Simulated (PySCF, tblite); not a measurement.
**CH9AsOSi2: geometry, infrared bands and NMR shifts**

Aim: predict the infrared bands and NMR shifts of CH9AsOSi2 (`[SiH3]CO[SiH2][AsH2]`).

Programs: tblite 0.8.0 and PySCF 2.14.0, with density-fitted response routines of our own. Each step states its level of theory. These are calculated values for one molecule in the gas phase, unless marked as measured. Atoms are numbered from 0 throughout.

## (1) Starting geometry

14 atoms, charge 0, multiplicity 1; geometry from: force field or distance geometry start.

Bonds of the start (Å): Si0–C1 1.86, C1–O2 1.40, O2–Si3 1.71, Si3–As4 2.31, Si0–H5 1.49, Si0–H6 1.48, Si0–H7 1.47, C1–H8 1.10, C1–H9 1.14, Si3–H10 1.46, Si3–H11 1.48, As4–H12 1.56, As4–H13 1.57.

## (2) Optimising the geometry with GFN2-xTB

What the job is given:

```
{"job": {"kind": "relax", "xc": "GFN2-xTB", "basis": "xTB"}, "charge": 0, "multiplicity": 1}
Si    -1.944400     0.564100     0.175900
C     -1.333200    -0.763200    -0.971600
O     -0.074900    -0.398300    -1.453400
Si     0.956800    -0.197600    -0.109500
As     2.996500     0.731100    -0.666800
H     -3.433900     0.526400     0.087800
H     -1.556600     0.330700     1.581000
H     -1.405500     1.840600    -0.315700
H     -2.041000    -1.012800    -1.770100
H     -1.153600    -1.668400    -0.305300
H      0.304400     0.708000     0.824500
H      1.161700    -1.551600     0.443100
H      3.609600     1.328500     0.642200
H      3.913300    -0.437900    -1.159400
```

On the command line:

```sh
OMP_NUM_THREADS=1 python probes_run.py task.json out
```

The driver reads the jobs from task.json and runs them one after another.

**Question.** This job is followed by: GFN2-xTB harmonic vibrations, gas phase; GIAO PBE0/pcSseg-1 NMR shielding, non-relativistic, gas phase. What will the session give for the following? strongest single infrared mode (GFN2-xTB); zero-point energy (GFN2-xTB); 13C shifts against TMS (PBE0/pcSseg-1); 1H shifts against TMS (PBE0/pcSseg-1, means over atoms taken as alike); 29Si shifts against TMS (PBE0/pcSseg-1); 17O shifts against H2O (PBE0/pcSseg-1); 75As shifts against AsH3 (PBE0/pcSseg-1).

As calculated:

```
                                                              quantity                       value
                             strongest single infrared mode (GFN2-xTB)       1902 cm⁻¹, 743 km/mol
                                          zero-point energy (GFN2-xTB)               54.0 kcal/mol
                                13C shifts against TMS (PBE0/pcSseg-1)                    55.9 ppm
1H shifts against TMS (PBE0/pcSseg-1, means over atoms taken as alike)  5.59, 4.06, 3.93, 1.73 ppm
                               29Si shifts against TMS (PBE0/pcSseg-1)            -10.7, -80.5 ppm
                                17O shifts against H2O (PBE0/pcSseg-1)                     5.6 ppm
                              75As shifts against AsH3 (PBE0/pcSseg-1)                     -31 ppm
```

In words: The optimisation took 105 steps and gained 1.542 eV; among the close pairs (by a distance rule), O2–Si3 changed most, from 1.706 to 1.620 Å. All 36 modes are real, so the xTB geometry is a minimum. The strongest single mode, at 1902 cm⁻¹, moves mainly H13. Unscaled tight-binding wavenumbers are off by several per cent, some by more. Its intensities can rank the bands wrongly. At PBE0/pcSseg-1: Shielding is most anisotropic at Si3 (span 186 ppm, paramagnetic term -521 ppm). Spin-orbit coupling is left out, which matters for shieldings and couplings at and beside the heavy atoms.
